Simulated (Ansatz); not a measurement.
# CoSi6Ni2: the cost of one run

Computed with Ansatz 0.2.0 (DFT PBE, scalar-relativistic, plane waves, PAW, unless a step names another level, unless a step's input says otherwise).

## Step 1: The structure to begin with

The structure is tetragonal, space group I4/mmm (No. 139). Conventional cell: a = 3.820 Å, b = 3.820 Å, c = 16.181 Å, α = 90.00°, β = 90.00°, γ = 90.00°. Co (site symmetry 4/mmm) has 8 Si at 2.32 Å as nearest neighbours. Si (site symmetry -4m2) is surrounded by 4 Ni at 2.33 Å. Around Si (site symmetry 2mm) lie 2 Co at 2.32 Å and 2 Ni at 2.36 Å and 6 Si at 2.64 to 2.73 Å. Ni (site symmetry 4mm) is surrounded by 8 Si at 2.33 to 2.36 Å.

Coordinates:

```cif
data_structure
_symmetry_space_group_name_H-M 'P 1'
_symmetry_Int_Tables_number 1
_cell_length_a 8.5296
_cell_length_b 8.5296
_cell_length_c 8.5296
_cell_angle_alpha 154.120
_cell_angle_beta 154.120
_cell_angle_gamma 36.925
_cell_volume 118.06
loop_
_atom_site_label
_atom_site_type_symbol
_atom_site_fract_x
_atom_site_fract_y
_atom_site_fract_z
_atom_site_occupancy
Co1 Co 0.00000 0.00000 0.00000 1
Si1 Si 0.75000 0.25000 0.50000 1
Si2 Si 0.41857 0.91857 0.50000 1
Si3 Si 0.08143 0.58143 0.50000 1
Si4 Si 0.91857 0.41857 0.50000 1
Si5 Si 0.58143 0.08143 0.50000 1
Si6 Si 0.25000 0.75000 0.50000 1
Ni1 Ni 0.66759 0.66759 0.00000 1
Ni2 Ni 0.33241 0.33241 0.00000 1
```

It is the end of an earlier relaxation with the same method, from a generated guess; it needn't be the stable form of this composition. At a tolerance of 0.05 Å it has space group I4/mmm (No. 139); it has 13.12 Å³/atom, an uncorrected energy of -0.42 eV/atom over the elements and, on its mesh, gap none (metal).

## Step 2: Elastic constants, atoms relaxed

File input.yaml:

```yaml
crystal:
  lattice:
    - [-1.9109320408, 1.9109320408, 8.091183989]
    - [1.9109320408, -1.9109320408, 8.091183989]
    - [1.9109320408, 1.9109320408, -8.091183989]
  atoms:
    - { symbol: Co, position: [0.0, 0.0, 0.0] }
    - { symbol: Si, position: [0.75, 0.25, 0.5] }
    - { symbol: Si, position: [0.4185673852, 0.9185673852, 0.5] }
    - { symbol: Si, position: [0.0814326148, 0.5814326148, 0.5] }
    - { symbol: Si, position: [0.9185673852, 0.4185673852, 0.5] }
    - { symbol: Si, position: [0.5814326148, 0.0814326148, 0.5] }
    - { symbol: Si, position: [0.25, 0.75, 0.5] }
    - { symbol: Ni, position: [0.6674641872, 0.6674641872, 0.0] }
    - { symbol: Ni, position: [0.3325358128, 0.3325358128, 0.0] }
basis:
  ecutwfc: 420
kpoints:
  mp_grid: { grid: [14, 14, 14] }
hamiltonian:
  xc: pbe
scf:
  occupations: { method: fermi_dirac, width: 0.15 }
output:
  forces: true
  stress: true
  eigenvalues: true
elastic:
  mode: relaxed_ion
  amplitude: 0.005
  stencil: two_point
```

Started as:

```
$ ansatz run input.yaml --threads 4 --pin off --max-ram 8192MiB --backend cpu --events-out ev --progress --plain --runs-dir out
```

What time and memory should one allow on 4 threads of Intel Xeon at 2.70GHz, shared host?

About 40 min, with a peak of 3.4 GiB.
